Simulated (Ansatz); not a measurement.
# SiNi2: the cost of one run

Program: Ansatz 0.2.0. Level of theory: DFT PBE, scalar-relativistic, plane waves, PAW. These are calculated values, not measurements.

**1. The starting structure**

It takes space group Pnma (No. 62, orthorhombic). The conventional cell has a = 4.990 Å, b = 3.720 Å, c = 7.030 Å, α = 90.00°, β = 90.00°, γ = 90.00°. Si (site symmetry m) has 10 Ni at 2.28 to 2.71 Å as nearest neighbours. Around Ni (site symmetry m) lie 5 Si at 2.34 to 2.57 Å and 8 Ni at 2.53 to 2.71 Å. Ni (site symmetry m) has 5 Si at 2.28 to 2.71 Å and 8 Ni at 2.53 to 2.71 Å as nearest neighbours.

Coordinates:

```cif
data_structure
_symmetry_space_group_name_H-M 'Pnma'
_symmetry_Int_Tables_number 62
_cell_length_a 4.9900
_cell_length_b 3.7200
_cell_length_c 7.0300
_cell_angle_alpha 90.000
_cell_angle_beta 90.000
_cell_angle_gamma 90.000
_cell_volume 130.50
loop_
_atom_site_label
_atom_site_type_symbol
_atom_site_symmetry_multiplicity
_atom_site_Wyckoff_symbol
_atom_site_fract_x
_atom_site_fract_y
_atom_site_fract_z
_atom_site_occupancy
Si1 Si 4 c 0.28600 0.75000 0.61400 1
Ni1 Ni 4 c 0.95800 0.75000 0.20300 1
Ni2 Ni 4 c 0.82500 0.75000 0.56300 1
```

The structure rests on an entry of the Crystallography Open Database; cell or positions may have been set otherwise for this series.

**2. Relaxing cell and atoms: SiNi2, no spin**

input.yaml reads:

```yaml
crystal:
  lattice:
    - [4.99, 0.0, 0.0]
    - [0.0, 3.72, 0.0]
    - [0.0, 0.0, 7.03]
  atoms:
    - { symbol: Si, position: [0.286, 0.75, 0.614] }
    - { symbol: Si, position: [0.714, 0.25, 0.386] }
    - { symbol: Si, position: [0.214, 0.25, 0.114] }
    - { symbol: Si, position: [0.786, 0.75, 0.886] }
    - { symbol: Ni, position: [0.958, 0.75, 0.203] }
    - { symbol: Ni, position: [0.042, 0.25, 0.797] }
    - { symbol: Ni, position: [0.542, 0.25, 0.703] }
    - { symbol: Ni, position: [0.458, 0.75, 0.297] }
    - { symbol: Ni, position: [0.825, 0.75, 0.563] }
    - { symbol: Ni, position: [0.175, 0.25, 0.437] }
    - { symbol: Ni, position: [0.675, 0.25, 0.063] }
    - { symbol: Ni, position: [0.325, 0.75, 0.937] }
scf:
  occupations: { method: gaussian, width: 0.1 }
output:
  forces: true
  stress: true
  eigenvalues: true
  write_density: true
  write_potential: true
  elf: true
  volumetric_format: npy
kpoints:
  mp_grid: { grid: [10, 12, 6] }
hamiltonian:
  xc: pbe
relax:
  f_tol: 0.003
  max_steps: 60
  cell: { stress_tol: 0.02 }
```

Command:

```bash
$ ansatz run input.yaml --threads 4 --pin off --max-ram 12288MiB --backend cpu --events-out ev --progress --plain --runs-dir out
```

Q: Estimate wall time and peak memory on 4 threads of Intel Xeon Platinum 8488C (Sapphire Rapids), shared host.

About 2.4 min, with a peak of 1.7 GiB.
